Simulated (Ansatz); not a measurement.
# doublet [CH3BF3Ge]2+ at 4 levels

We compute a comparison of 4 runs (UHF/3-21G, UHF/def2-SVP, UB3LYP/6-31G*) of doublet [CH3BF3Ge]2+. 

Program for the calculation: Ansatz 0.2.0.

1 further run of the same task is left out (set aside as unsound or not needed).

### 1 Starting point

[CH3BF3Ge]2+ has 9 atoms, charge +2, and is taken as a doublet. SMILES of the parent species: `[CH3][Ge+]([F])[B](F)F`. Geometry: a GFN2-xTB relaxation, a rough one for these elements and not checked as a minimum. That shape belongs to the parent species and isn't relaxed for this state.

Bond lengths: C1–Ge2 2.003 Å, Ge2–F3 1.729 Å, Ge2–B4 2.228 Å, B4–F5 1.274 Å, B4–F6 1.276 Å, C1–H7 1.092 Å, C1–H8 1.097 Å, C1–H9 1.097 Å. Some angles: C1–Ge2–F3 103.8°, C1–Ge2–B4 154.9°, F3–Ge2–B4 101.3°, Ge2–B4–F5 115.3°, Ge2–B4–F6 119.5°, F5–B4–F6 125.2°, Ge2–C1–H7 111.8°, Ge2–C1–H8 107.1°, Ge2–C1–H9 107.2°, H7–C1–H8 110.9°.

### 2 The energy at UHF/3-21G (run 1)

File job.yaml:

```yaml
crystal:
  periodic: [false, false, false]
  atoms:
    - symbol: C
      position_ang: [-1.827570, -0.232630, -0.019740]
    - symbol: Ge
      position_ang: [0.127990, 0.202360, -0.000590]
    - symbol: F
      position_ang: [0.165210, 1.931220, -0.020140]
    - symbol: B
      position_ang: [2.303130, -0.280720, 0.029180]
    - symbol: F
      position_ang: [3.084040, 0.724700, 0.087070]
    - symbol: F
      position_ang: [2.676590, -1.500590, -0.012720]
    - symbol: H
      position_ang: [-2.003290, -1.308940, -0.075000]
    - symbol: H
      position_ang: [-2.263930, 0.280640, -0.885140]
    - symbol: H
      position_ang: [-2.262170, 0.183950, 0.897070]
basis:
  gaussian: {orbitals: 3-21G-spherical.json}
total_charge: 2
magnetization: {spin_polarized: true, initial_magnetization: 1}
hamiltonian: {xc: hf}
accuracy: high
output: {orbitals: {seedname: orbitals}}
```

The basis set 3-21G is read from a file made from the Basis Set Exchange's data (not shown).

Launch:

```bash
ansatz run job.yaml --threads 1 --pin off --max-ram 2610MiB --events-out events.jsonl --progress --plain --runs-dir runs
```

The log of the run:

```text
Warning: RAYON_NUM_THREADS=1 ignored (pool sized by the plan → 1); use --threads N
Functional definition: HF
  name "HF"
  exchange = exact_x
  correlation = 0
1479 factors; integrals over basis functions are off by at most 2.7e-8 eV
mean field evaluation 1: about -65983.7575 eV, gradient 5.6e1 eV
mean field evaluation 2: about -65983.7587 eV, gradient 5.6e1 eV
mean field evaluation 4: about -65994.5627 eV, gradient 5.7e0 eV
mean field evaluation 8: about -65994.7136 eV, gradient 5.8e-1 eV
mean field evaluation 16: about -65994.7234 eV, gradient 2.5e-8 eV
mean field evaluation 32: about -65994.3586 eV, gradient 2.7e-3 eV
mean field -65994.72338759 eV, -2425.2613516636 hartree, gradient 1.8e-8 eV, S^2 0.801692; 1 other end points of the search recorded, 0 dependent functions left out
reference -65994.72338759 eV, -2425.2613516636 hartree; 36, 35 occupied and 37, 38 virtual orbitals, 1479 factors
Total energy: -65994.72338759 eV, -2425.2613516636 hartree
```

It took 5.1 s on 1 thread of Intel Xeon 6975P-C (Granite Rapids), shared host; peak memory 0.29 GiB.

### 3 The energy at UHF/def2-SVP (run 2)

File molecule.yaml:

```yaml
crystal:
  periodic: [false, false, false]
  atoms:
    - symbol: C
      position_ang: [-1.827570, -0.232630, -0.019740]
    - symbol: Ge
      position_ang: [0.127990, 0.202360, -0.000590]
    - symbol: F
      position_ang: [0.165210, 1.931220, -0.020140]
    - symbol: B
      position_ang: [2.303130, -0.280720, 0.029180]
    - symbol: F
      position_ang: [3.084040, 0.724700, 0.087070]
    - symbol: F
      position_ang: [2.676590, -1.500590, -0.012720]
    - symbol: H
      position_ang: [-2.003290, -1.308940, -0.075000]
    - symbol: H
      position_ang: [-2.263930, 0.280640, -0.885140]
    - symbol: H
      position_ang: [-2.262170, 0.183950, 0.897070]
basis:
  gaussian:
    orbitals: def2-SVP
magnetization:
  spin_polarized: true
  initial_magnetization: 1
output: {orbitals: {seedname: orbitals}}
total_charge: 2
accuracy: high
hamiltonian:
  xc: hf
```

Launch:

```bash
ansatz run molecule.yaml --threads 1 --pin off --max-ram 2610MiB --events-out events.jsonl --progress --plain --runs-dir runs
```

The log of the run:

```text
Warning: RAYON_NUM_THREADS=1 ignored (pool sized by the plan → 1); use --threads N
[... 4 set-up lines as earlier in the session ...]
2540 factors; integrals over basis functions are off by at most 2.5e-8 eV
mean field evaluation 1: about -66292.6510 eV, gradient 5.8e1 eV
mean field evaluation 2: about -66292.7596 eV, gradient 5.8e1 eV
mean field evaluation 4: about -66304.9326 eV, gradient 5.4e0 eV
mean field evaluation 8: about -66305.1505 eV, gradient 7.4e-1 eV
mean field evaluation 16: about -66305.1636 eV, gradient 2.9e-8 eV
mean field evaluation 32: about -66303.4924 eV, gradient 8.1e-1 eV
mean field -66305.16356704 eV, -2436.6698178346 hartree, gradient 4.5e-8 eV, S^2 0.814399; 1 other end points of the search recorded, 0 dependent functions left out
reference -66305.16356704 eV, -2436.6698178346 hartree; 36, 35 occupied and 81, 82 virtual orbitals, 2540 factors
Total energy: -66305.16356704 eV, -2436.6698178346 hartree
```

Wall time 11 s (1 thread of Intel Xeon 6975P-C (Granite Rapids), shared host); peak memory 0.71 GiB.

### 4 A single-point energy at UB3LYP/6-31G(d) (spherical functions) (run 3)

File in.yaml:

```yaml
crystal:
  periodic: [false, false, false]
  atoms:
    - {symbol: C, position_ang: [-1.827570, -0.232630, -0.019740]}
    - {symbol: Ge, position_ang: [0.127990, 0.202360, -0.000590]}
    - {symbol: F, position_ang: [0.165210, 1.931220, -0.020140]}
    - {symbol: B, position_ang: [2.303130, -0.280720, 0.029180]}
    - {symbol: F, position_ang: [3.084040, 0.724700, 0.087070]}
    - {symbol: F, position_ang: [2.676590, -1.500590, -0.012720]}
    - {symbol: H, position_ang: [-2.003290, -1.308940, -0.075000]}
    - {symbol: H, position_ang: [-2.263930, 0.280640, -0.885140]}
    - {symbol: H, position_ang: [-2.262170, 0.183950, 0.897070]}
basis:
  gaussian:
    orbitals: 6-31G_st_-spherical.json
magnetization:
  spin_polarized: true
  initial_magnetization: 1
hamiltonian:
  xc: {name: B3LYP}
total_charge: 2
accuracy: high
output:
  orbitals: {seedname: orbitals}
```

The basis set 6-31G* is read from a file made from the Basis Set Exchange's data (not shown).

Launch:

```bash
ansatz run in.yaml --threads 1 --pin off --max-ram 2610MiB --events-out events.jsonl --progress --plain --runs-dir runs
```

The log of the run:

```text
Warning: RAYON_NUM_THREADS=1 ignored (pool sized by the plan → 1); use --threads N
Functional definition: B3LYP
  name "B3LYP"
  parameter a0 = 0.2
  parameter ax = 0.72
  parameter ac = 0.81
  exchange = (1 - a0 - ax)*slater_x + ax*b88_x + a0*exact_x
  correlation = (1 - ac)*vwn_rpa_c + ac*lyp_c
2380 factors; integrals over basis functions are off by at most 1.0e-8 eV
mean field evaluation 1: about -66379.7169 eV, gradient 8.3e1 eV
mean field evaluation 2: about -66157.9654 eV, gradient 2.1e2 eV
mean field evaluation 4: about -66402.3710 eV, gradient 1.2e1 eV
mean field evaluation 8: about -66402.9703 eV, gradient 8.0e-1 eV
mean field evaluation 16: about -66403.1415 eV, gradient 3.5e-3 eV
mean field evaluation 32: about -66403.1415 eV, gradient 8.4e-8 eV
mean field -66403.14151375 eV, -2440.2704409645 hartree, gradient 8.4e-8 eV, S^2 0.757285; 0 other end points of the search recorded, 0 dependent functions left out
reference -66403.14155318 eV, -2440.2704424135 hartree; 36, 35 occupied and 72, 73 virtual orbitals, 2380 factors
Total energy: -66403.14155318 eV, -2440.2704424135 hartree
```

Wall time 13 s (1 thread of Intel Xeon 6975P-C (Granite Rapids), shared host); peak memory 0.67 GiB.

### 5 The energy at UB3LYP/6-31G(d) (Cartesian functions) (run 4)

File molecule.yaml:

```yaml
crystal:
  periodic: [false, false, false]
  atoms:
    - {symbol: C, position_ang: [-1.827570, -0.232630, -0.019740]}
    - {symbol: Ge, position_ang: [0.127990, 0.202360, -0.000590]}
    - {symbol: F, position_ang: [0.165210, 1.931220, -0.020140]}
    - {symbol: B, position_ang: [2.303130, -0.280720, 0.029180]}
    - {symbol: F, position_ang: [3.084040, 0.724700, 0.087070]}
    - {symbol: F, position_ang: [2.676590, -1.500590, -0.012720]}
    - {symbol: H, position_ang: [-2.003290, -1.308940, -0.075000]}
    - {symbol: H, position_ang: [-2.263930, 0.280640, -0.885140]}
    - {symbol: H, position_ang: [-2.262170, 0.183950, 0.897070]}
basis:
  gaussian:
    orbitals: "6-31G*"
total_charge: 2
magnetization:
  spin_polarized: true
  initial_magnetization: 1
hamiltonian:
  xc: {name: B3LYP}
accuracy: high
output: {orbitals: {seedname: orbitals}}
```

Launch:

```bash
ansatz run molecule.yaml --threads 1 --pin off --max-ram 2610MiB --events-out events.jsonl --progress --plain --runs-dir runs
```

The log of the run, cut to the lines that bear on the results:

```text
Warning: RAYON_NUM_THREADS=1 ignored (pool sized by the plan → 1); use --threads N
[... 7 set-up lines as earlier in the session ...]
2424 factors; integrals over basis functions are off by at most 1.1e-8 eV
mean field evaluation 1: about -66380.1286 eV, gradient 8.4e1 eV
mean field evaluation 2: about -66157.6496 eV, gradient 2.1e2 eV
mean field evaluation 4: about -66402.7321 eV, gradient 1.2e1 eV
mean field evaluation 8: about -66403.3317 eV, gradient 8.2e-1 eV
mean field evaluation 16: about -66403.4335 eV, gradient 2.9e-3 eV
mean field evaluation 32: about -66403.4335 eV, gradient 9.7e-8 eV
mean field -66403.43349633 eV, -2440.2811711265 hartree, gradient 9.7e-8 eV, S^2 0.757352; 0 other end points of the search recorded, 0 dependent functions left out
reference -66403.43353568 eV, -2440.2811725724 hartree; 36, 35 occupied and 80, 81 virtual orbitals, 2424 factors
Total energy: -66403.43353568 eV, -2440.2811725724 hartree
```

It took 14 s on 1 thread of Intel Xeon 6975P-C (Granite Rapids), shared host; peak memory 0.71 GiB.

### 6 All runs side by side

| run | level | Cartesian functions | energy (Eh) | HOMO energy (eV) | LUMO energy (eV) | ⟨S²⟩ | wall time |
| --- | --- | --- | --- | --- | --- | --- | --- |
| 1 | UHF/3-21G | no | -2425.261352 | -25.57 | -16.05 | 0.802 | 5.1 s |
| 2 | UHF/def2-SVP | no | -2436.669818 | -26.06 | -15.78 | 0.814 | 11 s |
| 3 | UB3LYP/6-31G* (spherical functions) | no | -2440.270442 | -21.58 | -19.24 | 0.757 | 13 s |
| 4 | UB3LYP/6-31G* (Cartesian functions) | yes | -2440.281173 | -21.57 | -19.23 | 0.757 | 14 s |

### 7 Summary of results

| quantity | value |
| --- | --- |
| run 4: total energy | -2440.28117 Eh |
| run 4: HOMO energy (highest over α and β) | -21.57 eV |
| run 4: LUMO energy (lowest over α and β) | -19.23 eV |
| run 4: ⟨S²⟩ | 0.757 |

All runs together took 43 s, the longest 14 s.
